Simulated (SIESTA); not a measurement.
BiTe:

```
Bi Te
1.0
     0.00000    3.23500    3.23500
     3.23500    0.00000    3.23500
     3.23500    3.23500    0.00000
Bi Te
1 1
Direct
  0.00000 0.00000 0.00000
  0.50000 0.50000 0.50000
```

```yaml
Program: SIESTA 5.4.2
Task: single point
Functional: PBE
Potentials_or_basis: PseudoDojo 0.4 standard (PBE files)
Basis: DZP (energy shift 0.003 Ry; two zetas on semicore shells)
Grid_cutoff: 500 Ry
Energy_shift: 0.003 Ry
k_mesh: 7 × 7 × 7
Occupations: fermi-dirac, width 0.05 eV
Spin: no spin polarisation
```

On this cell: pressure 1.7 GPa; largest force zero by symmetry; band gap on the k mesh none (metal or under the smearing width).

The same run follows on a disturbed copy (atoms moved at random, drawn with an rms of 0.05 Å):

```xyz
2
Lattice="0.0000 3.2350 3.2350 3.2350 0.0000 3.2350 3.2350 3.2350 0.0000" Properties=species:S:1:pos:R:3 pbc="T T T"
Bi    0.0486    0.0219   -0.0837
Te    3.2170    3.2295    3.1974
```

What changes?

The energy (extrapolated to zero smearing) moves by +6.3 meV/atom; pressure 1.8 GPa; largest force 0.299 eV/Å; band gap on the k mesh none (metal or under the smearing width).

Forces on the atoms (eV/Å):
```
Bi  -0.232 -0.092  0.163
Te   0.233  0.092 -0.163
```

Stress tensor (GPa, compression positive):
```
 1.87 -0.05  0.12
-0.05  1.80  0.06
 0.12  0.06  1.83
```

Caveats: spin-orbit coupling is left out, which moves the levels of the heavy elements; the basis of atomic orbitals isn't converged, which shifts pressures, moduli and gaps.
